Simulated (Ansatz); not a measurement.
# BH3S2 (SMILES SBS): r2SCAN/aug-cc-pVDZ

Aim: the electronic atomisation energy of BH3S2 at r2SCAN/aug-cc-pVDZ, from 4 runs. 

The results are computed with Ansatz 0.2.0.

37 further runs of the same task are left out: 2 that didn't finish, 35 set aside as unsound or not needed. Runs told in other sessions of the task aren't counted.

## 1. Starting point

The species is BH3S2 (6 atoms), meant as a singlet with charge 0. SMILES: `SBS`. Geometry: relaxed at PBE0-D4/def2-TZVP. This is one conformer, not always the lowest.

Bond lengths: S1–B2 1.783 Å, B2–S3 1.787 Å, S1–H4 1.346 Å, B2–H5 1.190 Å, S3–H6 1.342 Å. Angles: S1–B2–S3 122.5°, S1–B2–H5 116.2°, S3–B2–H5 121.4°, B2–S1–H4 98.9°, B2–S3–H6 97.3°.

## 2. The energy at r2SCAN/aug-cc-pVDZ

The input, run.yaml:

```yaml
basis:
  gaussian:
    orbitals: aug-cc-pVDZ
crystal:
  periodic: [false, false, false]
  atoms:
    - {symbol: S, position_ang: [-0.819900, -0.605200, -1.516500]}
    - {symbol: B, position_ang: [0.091400, -0.453600, 0.008900]}
    - {symbol: S, position_ang: [0.333100, 1.114800, 0.829800]}
    - {symbol: H, position_ang: [-1.145600, 0.688100, -1.694600]}
    - {symbol: H, position_ang: [0.535500, -1.462200, 0.457500]}
    - {symbol: H, position_ang: [1.047600, 0.654100, 1.868800]}
total_charge: 0
output: {orbitals: {seedname: orbitals}}
magnetization:
  spin_polarized: false
hamiltonian:
  xc: {name: r2SCAN}
accuracy: high
```

Launch:

```console
$ ansatz run run.yaml --threads 1 --pin off --max-ram 2610MiB --events-out events.jsonl --progress --plain --runs-dir runs
```

Log:

```text
Warning: RAYON_NUM_THREADS=1 ignored (pool sized by the plan → 1); use --threads N
Functional definition: r2SCAN
  name "r2SCAN"
  parameter k0 = 0.174
  parameter k1 = 0.065
  parameter a1 = 4.9479
  exchange = r2scan_x(k0 = k0, k1 = k1, a1 = a1)
  correlation = r2scan_c
2086 factors; integrals over basis functions are off by at most 3.4e-9 eV
mean field evaluation 1: about -22392.7842 eV, gradient 3.0e1 eV
mean field evaluation 2: about -22389.7407 eV, gradient 4.1e1 eV
mean field evaluation 4: about -22395.7208 eV, gradient 1.3e0 eV
mean field evaluation 8: about -22395.7201 eV, gradient 2.6e-2 eV
mean field evaluation 16: about -22395.7201 eV, gradient 5.1e-6 eV
mean field -22395.72008680 eV, -823.0275328254 hartree, gradient 8.5e-8 eV, S^2 0.000000; 0 other end points of the search recorded, 0 dependent functions left out
reference -22395.72008898 eV, -823.0275329058 hartree; 20, 20 occupied and 84, 84 virtual orbitals, 2086 factors
Total energy: -22395.72008898 eV, -823.0275329058 hartree
```

It took 24 s on 1 thread of Arm Neoverse N1, shared host; peak memory 0.33 GiB.

## 3. The B atom, same level

The input, molecule.yaml:

```yaml
crystal:
  periodic: [false, false, false]
  atoms:
    - {symbol: B, position_ang: [0.000000, 0.000000, 0.000000]}
basis:
  gaussian:
    orbitals: aug-cc-pVDZ
magnetization:
  spin_polarized: true
  initial_magnetization: 1
hamiltonian:
  xc: r2scan
accuracy: high
```

Launch:

```console
$ ansatz run molecule.yaml --threads 1 --pin off --max-ram 2610MiB --events-out events.jsonl --progress --plain --runs-dir runs
```

Log, shortened:

```text
Warning: RAYON_NUM_THREADS=1 ignored (pool sized by the plan → 1); use --threads N
[... 7 set-up lines as earlier in the session ...]
189 factors; integrals over basis functions are off by at most 2.3e-9 eV
mean field evaluation 1: about -670.2267 eV, gradient 3.3e0 eV
mean field evaluation 2: about -670.3364 eV, gradient 8.7e-1 eV
mean field evaluation 4: about -670.3442 eV, gradient 2.1e-1 eV
mean field evaluation 8: about -670.3446 eV, gradient 9.2e-5 eV
mean field evaluation 16: about -670.1342 eV, gradient 4.2e0 eV
mean field evaluation 32: about -670.3442 eV, gradient 1.6e-1 eV
mean field -670.34463346 eV, -24.6347109037 hartree, gradient 9.5e-8 eV, S^2 0.757367; 2 other end points of the search recorded, 0 dependent functions left out
reference -670.34464076 eV, -24.6347111721 hartree; 3, 2 occupied and 20, 21 virtual orbitals, 189 factors
Total energy: -670.34464076 eV, -24.6347111721 hartree
```

It took 2.9 s on 1 thread of Arm Neoverse N1, shared host; peak memory 0.11 GiB.

## 4. The H atom, same level

The input, input.yaml:

```yaml
crystal:
  periodic: [false, false, false]
  atoms:
    - {symbol: H, position_ang: [0.000000, 0.000000, 0.000000]}
basis:
  gaussian:
    orbitals: aug-cc-pVDZ
accuracy: high
hamiltonian:
  xc: r2scan
magnetization:
  spin_polarized: true
  initial_magnetization: 1
```

Launch:

```console
$ ansatz run input.yaml --threads 1 --pin off --max-ram 2610MiB --events-out events.jsonl --progress --plain --runs-dir runs
```

Log, shortened:

```text
Warning: RAYON_NUM_THREADS=1 ignored (pool sized by the plan → 1); use --threads N
[... 7 set-up lines as earlier in the session ...]
42 factors; integrals over basis functions are off by at most 4.4e-8 eV
mean field evaluation 1: about -13.5920 eV, gradient 1.7e-1 eV
mean field evaluation 2: about -13.5908 eV, gradient 2.0e-1 eV
mean field evaluation 4: about -13.5913 eV, gradient 4.2e-3 eV
mean field evaluation 8: about -13.5913 eV, gradient 1.3e-6 eV
mean field -13.59128376 eV, -0.4994704657 hartree, gradient 1.1e-8 eV, S^2 0.750000; 0 other end points of the search recorded, 0 dependent functions left out
reference -13.59128871 eV, -0.4994706476 hartree; 1, 0 occupied and 8, 9 virtual orbitals, 42 factors
Total energy: -13.59128871 eV, -0.4994706476 hartree
```

It took 0.78 s on 1 thread of Arm Neoverse N1, shared host.

## 5. The S atom, same level

The input, in.yaml:

```yaml
crystal:
  periodic: [false, false, false]
  atoms:
    - {symbol: S, position_ang: [0.000000, 0.000000, 0.000000]}
basis:
  gaussian:
    orbitals: aug-cc-pVDZ
magnetization:
  spin_polarized: true
  initial_magnetization: 2
accuracy: high
hamiltonian:
  xc: r2scan
```

Run the same way, it converges to -398.07900 Eh (log not shown).

## 6. What came out

At r2SCAN/aug-cc-pVDZ:

| quantity | value |
| --- | --- |
| molecule: total energy | -823.02753 Eh |
| molecule: HOMO energy | -6.73 eV |
| molecule: LUMO energy | -1.58 eV |
| molecule: HOMO–LUMO gap | 5.15 eV |
| B atom: total energy | -24.63471 Eh |
| B atom: ⟨S²⟩ | 0.757 |
| H atom: total energy | -0.49947 Eh |
| H atom: ⟨S²⟩ | 0.750 |
| S atom: total energy | -398.07900 Eh |
| S atom: ⟨S²⟩ | 2.006 |
| electronic atomisation energy | 20.039 eV |

**Reading.** Taking the molecule apart into free atoms costs 20.04 eV (462 kcal/mol), before zero-point energy and without spin-orbit coupling.
